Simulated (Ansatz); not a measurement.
# CH₃BSTe: one species, many methods

Aim: compute CH₃BSTe with functionals from several rungs and with coupled cluster. The yardstick is the atomisation energy at the CCSD(T) limit.

Program: Ansatz 0.2.0, Gaussian basis. Level of theory: functionals in def2-TZVPP, the program's frozen cores in correlated methods. These are calculated values, not measurements.

Levels to be run: LDA (SPW92), PBE-D4, revPBE-D4, BLYP-D4, r2SCAN-D4, B97M-V, PBE0-D4, B3LYP-D4, r2SCANh-D4, r2SCAN0-D4, HSE06-D4, BHLYP-D4, CAM-B3LYP-D4, LC-ωPBE, ωB97X-V, ωB97M-V, B2PLYP, PBE-QIDH; CCSD(T)/def2-SVP; CCSD(T)/def2-TZVPP; MP2/def2-QZVPP; extrapolation to the limit; RPA on PBE.

## 1. The relaxed structure

An earlier PBE0-D4 in a triple-zeta def2 set relaxation fixed the geometry. Te takes the def2 core potential; no spin-orbit term is included.

SMILES `[TeH]B1CS1`, 7 atoms, charge 0, spin multiplicity 1.

Atoms are counted from 1 here; the program's logs count them from 0.

Bond lengths: Te1–B2 2.101 Å, Te1–H5 1.659 Å, B2–C3 1.531 Å, B2–S4 1.748 Å, C3–S4 1.857 Å, C3–H6 1.086 Å, C3–H7 1.086 Å. Angles: B2–Te1–H5 93.8°, Te1–B2–C3 149.1°, Te1–B2–S4 142.3°, C3–B2–S4 68.6°, B2–C3–S4 61.2°, B2–C3–H6 120.8°, B2–C3–H7 120.8°, S4–C3–H6 114.2°, S4–C3–H7 114.2°, H6–C3–H7 114.0°, B2–S4–C3 50.2°.

## 2. LDA

This LDA is Slater exchange with PW92 correlation.

Input file in.yaml:

```yaml
crystal:
  periodic: [false, false, false]
  atoms:
    - {symbol: Te, position_ang: [-2.043774, 0.677820, -1.078926]}
    - {symbol: B, position_ang: [-0.364825, -0.348748, -0.343901]}
    - {symbol: C, position_ang: [0.931415, -0.333044, 0.471196]}
    - {symbol: S, position_ang: [0.406575, -1.917649, -0.343097]}
    - {symbol: H, position_ang: [-1.613469, 2.113908, -0.369464]}
    - {symbol: H, position_ang: [1.839938, 0.099099, 0.061902]}
    - {symbol: H, position_ang: [0.905438, -0.359485, 1.556691]}
basis:
  gaussian: {orbitals: def2-TZVPP}
hamiltonian: {xc: lda}
output: {orbitals: {seedname: orbitals}}
```

The run is started by

```console
> ansatz run in.yaml --threads 2 --pin off --events-out ev --progress --plain --max-ram 4352MiB
```

The runs that follow: PBE-D4 (GGA); revPBE-D4 (GGA); BLYP-D4 (GGA); r2SCAN-D4 (meta-GGA); B97M-V (meta-GGA); PBE0-D4 (hybrid); B3LYP-D4 (hybrid); r2SCANh-D4 (hybrid); r2SCAN0-D4 (hybrid); HSE06-D4 (hybrid); BHLYP-D4 (hybrid); CAM-B3LYP-D4 (range-separated); LC-ωPBE (range-separated); ωB97X-V (range-separated); ωB97M-V (range-separated); B2PLYP (double hybrid); PBE-QIDH (double hybrid); CCSD(T) in def2-SVP; CCSD(T) in def2-TZVPP; MP2 in def2-QZVPP; RPA on PBE orbitals.

Q: Predict the results of all the runs planned. Wanted: atomisation energy, CCSD(T)/CBS; farthest beyond LDA; mean size of error, GGA; mean size of error, meta-GGA; mean size of error, hybrid; mean size of error, range-separated; mean size of error, double hybrid; gap, smallest and largest; T1 diagnostic.

**Answer**, as computed:

| quantity | value |
| --- | --- |
| atomisation energy, CCSD(T)/CBS | 24.808 eV |
| functionals within 0.248 eV (1.0 %) | revPBE-D4, BLYP-D4, B3LYP-D4, r2SCANh-D4, r2SCAN0-D4, CAM-B3LYP-D4, LC-ωPBE, ωB97X-V, ωB97M-V, PBE-QIDH |
| farthest beyond LDA | PBE-D4 (+0.935 eV) |
| mean size of error, GGA | 0.401 eV |
| mean size of error, meta-GGA | 0.366 eV |
| mean size of error, hybrid | 0.335 eV |
| mean size of error, range-separated | 0.123 eV |
| mean size of error, double hybrid | 0.201 eV |
| gap, smallest and largest | 3.79 eV (LDA (SPW92)), 10.27 eV (LC-ωPBE) |
| T1 diagnostic | 0.0141 |
| triples share of the correlation energy | 3.8 % |

In words: LDA overbinds by 4.249 eV (17 %). PBE-D4 is off by +0.935 eV. Double hybrids carry the basis error of their MP2 part in triple zeta, and no dispersion term here, so their miss is partly the set-up's. The rungs range-separated, double hybrid miss on average by less than the doubt on the reference (0.248 eV), so they tie. The reference freezes the cores and leaves out spin-orbit coupling and excitations past (T), and its outer-core shells are covered unevenly, so misses under about 0.248 eV can't be ranked. All levels share the lack of spin-orbit coupling, which lowers the free heavy atoms and so the true binding. Hartree-Fock recovers 70 % of the binding; the rest is correlation. CCSD(T) in def2-SVP is off by -1.598 eV, which most functionals beat. The gap grows from 3.8 to 10.3 eV across the functionals, mostly with the share of exact exchange. Correlated methods include outer-core shells of Te, which these sets cover unevenly.
